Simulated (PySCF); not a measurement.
# TeS (triplet): changing the method

What do other methods print for TeS (triplet)?

Program: PySCF 2.14.0. Level of theory: each script names its method and basis. These are calculated values, not measurements.

7 further runs of the same task are left out: 1 for a known fault of the program, 6 that didn't finish.

**1. Starting geometry**

TeS (triplet): 2 atoms, charge 0, spin multiplicity 3.

Bond lengths: Te1–S2 2.420 Å.

**2. The base run**

input.py reads:

```python
from pyscf import gto, scf
from pyscf.geomopt.geometric_solver import optimize

mol = gto.M(
    atom='Te 0 0 0; S 0 0 2.42',
    basis='lanl2dz',
    ecp={'Te': 'lanl2dz', 'S': 'lanl2dz'},
    charge=0,
    spin=2,
    verbose=4,
)
mf = scf.UHF(mol)
mf.kernel()
mol_eq = optimize(mf, maxsteps=30)
print('optimised geometry (angstrom)')
print(mol_eq.tostring('raw'))
print('orbital energies (hartree):', [e[max(0, n-3):n+3].round(4) for e, n in zip(mf.mo_energy, mol.nelec)])
```

Launch:

```bash
> OMP_NUM_THREADS=1 python input.py
```

**3. SCF alone**

Edit 1 changes step after the SCF: optimize → none.

input.py reads:

```python
from pyscf import gto, scf

mol = gto.M(
    atom='Te 0 0 0; S 0 0 2.42',
    basis='lanl2dz',
    ecp={'Te': 'lanl2dz', 'S': 'lanl2dz'},
    charge=0,
    spin=2,
    verbose=4,
)
mf = scf.UHF(mol)
mf.kernel()
mf.dip_moment()
print('orbital energies (hartree):', [e[max(0, n-3):n+3].round(4) for e, n in zip(mf.mo_energy, mol.nelec)])
```

**4. MP2**

Edit 2 changes step after the SCF: optimize → mp2.

input.py reads:

```python
from pyscf import gto, scf, mp

mol = gto.M(
    atom='Te 0 0 0; S 0 0 2.42',
    basis='lanl2dz',
    ecp={'Te': 'lanl2dz', 'S': 'lanl2dz'},
    charge=0,
    spin=2,
    verbose=4,
)
mf = scf.UHF(mol)
mf.kernel()
mp.MP2(mf).kernel()
mf.dip_moment()
print('orbital energies (hartree):', [e[max(0, n-3):n+3].round(4) for e, n in zip(mf.mo_energy, mol.nelec)])
```

**5. RHF**

Edit 3 changes SCF type: UHF → RHF.

Changes to input.py since step 2:

```diff
@@ -11,3 +11,3 @@
 )
-mf = scf.UHF(mol)
+mf = scf.RHF(mol)
 mf.kernel()
@@ -16,2 +16,2 @@
 print(mol_eq.tostring('raw'))
-print('orbital energies (hartree):', [e[max(0, n-3):n+3].round(4) for e, n in zip(mf.mo_energy, mol.nelec)])
+print('orbital energies (hartree):', mf.mo_energy[..., max(0, mol.nelec[1]-3):mol.nelec[0]+3].round(4))
```

Q: Predict the outcome of this session. Wanted: for each run, E(SCF); from base; gap, α spin; SCF dipole; after the SCF.

The runs gave:

| run | E(SCF) (hartree) | from base (eV) | cycles | gap, α spin (eV) | SCF dipole (D) | after the SCF |
| --- | --- | --- | --- | --- | --- | --- |
| base | -17.726181 | 0 | 15 | 10.60 | n/a | bond 2.311 Å, -0.103 eV |
| SCF alone | -17.726181 | 0.0000 | 15 | 10.60 | 2.83 | n/a |
| MP2 | -17.726181 | 0.0000 | 15 | 10.60 | 2.83 | MP2 correlation -2.358 eV |
| RHF | -17.721601 | +0.1246 | 12 | n/a | n/a | bond 2.309 Å, -0.106 eV |

SCF columns refer to the geometry typed in the script.

In words: Total energies from different bases, Hamiltonians or methods carry different errors, so properties are taken as differences within one set-up.
